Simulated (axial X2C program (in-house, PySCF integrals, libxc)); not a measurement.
# A two-component session on HfS⁺: EOM-IP-CCSD levels

Aim: EOM-IP-CCSD levels of HfS⁺, with spin–orbit coupling in the Hamiltonian from the start.

Method: two-component X2C with atomic mean-field terms, Hf dyall-cv3z, S dyall-av3z; program: an in-house X2C program for linear molecules on PySCF integrals.

All values are calculated.

### Step 1. Set-up

The input, task.json:

```json
{"zs": [72, 16], "q": 1, "bas": ["dyall-cv3z", "dyall-av3z"], "r0": 2.22, "eom": "ip", "rq": 0, "thr": -2.0, "nmax": 95, "grid": [1, 0.96, 1.045, 0.92, 1.09, 1.15]}
```

Keys: zs atomic numbers; q charge; bas basis sets; r0 starting distance in Å; eom kind of EOM run; thr threshold in hartree for freezing inner shells (an s shell follows its p shell); nmax most natural virtual spinors; grid distances as factors.

On the command line:

```console
python soeom.py task.json out
```

Nuclei are Gaussian, cores are contracted, and the Gaunt term is on.

### Step 2. EOM-IP-CCSD at 2.152 Å

Reference: the closed shell HfS; 18 electrons correlated, 84 virtual spinors; roots sought by Ω: 1/2: 4, 3/2: 3, 5/2: 1.

Output:

```text
two-component X2C + atomic mean field  HF
basis functions 247  fitting functions 1231  grid points 5080
iter        total energy     max residual
   1     -15470.007539952     8.15e-01
   2     -15470.058441469     3.26e-02
   3     -15470.058777444     3.94e-02
   4     -15470.063650156     1.77e-03
   5     -15470.063780883     1.08e-03
   6     -15470.063837288     4.60e-04
   7     -15470.063858816     2.18e-04
   8     -15470.063866508     1.08e-04
   9     -15470.063869620     5.76e-05
  10     -15470.063871261     3.38e-05
  11     -15470.063871731     1.64e-05
  12     -15470.063871845     5.81e-06
  13     -15470.063871860     2.75e-06
  14     -15470.063871862     1.28e-06
  15     -15470.063871863     3.28e-07
converged
one-electron -21795.44573607  Coulomb 6387.85324757  exact exchange -332.97726164  xc functional 0.00000000  nuclear repulsion 283.27701997  atomic mean-field constant -12.77114169
correlated 18  virtual 316  natural virtual 84  E(MP2) -0.505946373  MP2 remainder -0.062789510
iter   CCSD correlation   residual
   1     -0.433727826   2.12e-01
   2     -0.447517511   1.17e-01
   3     -0.452628477   4.22e-02
   4     -0.452531834   1.45e-02
   5     -0.452569831   6.63e-03
   6     -0.452611195   2.66e-03
   7     -0.452624208   1.22e-03
   8     -0.452634435   5.65e-04
   9     -0.452630019   3.20e-04
  10     -0.452629587   1.84e-04
  11     -0.452626793   1.03e-04
  12     -0.452627718   5.32e-05
  13     -0.452627333   2.95e-05
  14     -0.452627573   1.58e-05
  15     -0.452627595   7.34e-06
  16     -0.452627527   3.71e-06
  17     -0.452627518   1.95e-06
(T) -0.024859004  T1 0.0344  D1 0.0623  max T2 0.097
EOM-IP-CCSD roots
2*Omega      energy/Eh   energy/eV  one-particle weight
    1       0.28745579      7.8221      0.954
    1       0.35811563      9.7448      0.925
    1       0.38344381     10.4340      0.923
    1       0.42206308     11.4849      0.001
    3       0.35476387      9.6536      0.925
    3       0.36853845     10.0284      0.002
    3       0.43730123     11.8996      0.000
    5       0.37719362     10.2640      0.000
```

T1 in the output is the amplitude norm over the root of the electron number; divide by √2 for the Lee–Taylor value.

```csv
Ω,vertical IE (eV),above lowest (cm⁻¹),spinor,weight
1/2,7.822,0,"53% Hf sσ, 21% Hf dσ, 9% Hf pσ",0.95
3/2,9.654,14770,"65% S pπ, 22% Hf dπ",0.93
1/2,9.745,15510,"64% S pπ, 21% Hf dπ",0.92
1/2,10.434,21070,"70% S pσ, 13% Hf dσ, 8% Hf sσ",0.92
```

Wall time 17 s (1 thread of AMD EPYC 7R43 (Zen 3), shared host); peak memory 1.1 GiB.

### Step 3. EOM-IP-CCSD at 2.066 Å

```csv
Ω,vertical IE (eV),above lowest (cm⁻¹),spinor,weight
1/2,7.692,0,"54% Hf sσ, 21% Hf dσ, 9% S pσ",0.96
3/2,9.962,18310,"63% S pπ, 23% Hf dπ",0.63
3/2,9.980,18450,"63% S pπ, 23% Hf dπ",0.68
1/2,10.066,19150,"62% S pπ, 22% Hf dπ",0.92
1/2,10.489,22560,"68% S pσ, 15% Hf dσ, 6% Hf sσ",0.92
```

Run time: 19 s. Hardware: 1 thread of AMD EPYC 7R43 (Zen 3), shared host; peak memory 1.1 GiB.

### Step 4. EOM-IP-CCSD at 2.249 Å

```csv
Ω,vertical IE (eV),above lowest (cm⁻¹),spinor,weight
1/2,7.960,0,"53% Hf sσ, 22% Hf dσ, 10% Hf pσ",0.95
3/2,9.321,10980,"67% S pπ, 20% Hf dπ",0.93
1/2,9.408,11680,"66% S pπ, 20% Hf dπ",0.92
1/2,10.340,19200,"70% S pσ, 11% Hf dσ, 10% Hf sσ",0.92
```

It took 19 s on 1 thread of AMD EPYC 7R43 (Zen 3), shared host; peak memory 1.1 GiB.

### Step 5. EOM-IP-CCSD at 1.980 Å

```csv
Ω,vertical IE (eV),above lowest (cm⁻¹),spinor,weight
1/2,7.559,0,"53% Hf sσ, 21% Hf dσ, 10% S pσ",0.96
3/2,10.310,22190,"61% S pπ, 25% Hf dπ",0.92
1/2,10.385,22790,"46% S pπ, 18% Hf dπ, 17% S pσ",0.92
1/2,10.527,23940,"51% S pσ, 14% S pπ, 14% Hf dσ",0.92
```

Run time: 16 s. Hardware: 1 thread of AMD EPYC 7R43 (Zen 3), shared host; peak memory 1.1 GiB.

### Step 6. EOM-IP-CCSD at 2.346 Å

```csv
Ω,vertical IE (eV),above lowest (cm⁻¹),spinor,weight
1/2,8.084,0,"51% Hf sσ, 22% Hf dσ, 11% Hf pσ",0.94
3/2,9.013,7490,"68% S pπ, 19% Hf dπ",0.92
1/2,9.097,8170,"67% S pπ, 19% Hf dπ",0.92
1/2,10.222,17250,"69% S pσ, 13% Hf sσ, 10% Hf dσ",0.92
```

Wall time 19 s (1 thread of AMD EPYC 7R43 (Zen 3), shared host); peak memory 1.1 GiB.

### Step 7. EOM-IP-CCSD at 2.475 Å

```csv
Ω,vertical IE (eV),above lowest (cm⁻¹),spinor,weight
1/2,8.219,0,"47% Hf sσ, 24% Hf dσ, 11% Hf pσ",0.94
3/2,8.640,3390,"71% S pπ, 17% Hf dπ",0.92
1/2,8.727,4100,"68% S pπ, 17% Hf dπ",0.92
1/2,10.047,14740,"67% S pσ, 17% Hf sσ, 8% Hf dσ",0.92
```

Run time: 20 s. Hardware: 1 thread of AMD EPYC 7R43 (Zen 3), shared host; peak memory 1.1 GiB.

### Step 8. Curves of the states

Energies in eV from the lowest point of the lowest state; states are followed by energy order within each Ω.

```csv
R (Å),(1)Ω=1/2,(2)Ω=1/2,(3)Ω=1/2
1.980,0.4113,3.2373,3.3792
2.066,0.0463,2.4205,2.8433
2.152,0.0000,1.9228,2.6120
2.249,0.2140,1.6618,2.5940
2.346,0.6152,1.6282,2.7535
2.475,1.3140,1.8221,3.1419
```

Constants where the minimum is well bracketed (masses 179.947 and 31.972 u):

```csv
state,Te (cm⁻¹),Re (Å),ωe (cm⁻¹)
(1)Ω=1/2,0,2.123,584
(3)Ω=1/2,20890,2.206,469
```

### Step 9. Outcome

| quantity | value |
| --- | --- |
| lowest root at 2.152 Å | Ω = 1/2, 7.822 eV |
| next root led by one particle | Ω = 3/2, about 14770 cm⁻¹ higher |
| T1 of the reference | 0.024 |
| lowest state, Re and ωe | 2.123 Å, 584 cm⁻¹ |

What this shows: Removing an electron from the reference determinant of HfS costs 7.82 eV and empties a spinor of 53% Hf sσ, 21% Hf dσ, 9% Hf pσ. Errors of 0.1 to 0.3 eV are usual at this size, and roots led by higher excitations are left out, so the list is incomplete, and low states of that kind can be missing. The bond is 0.047 Å shorter than in the closed-shell reference at CCSD (2.170 Å).
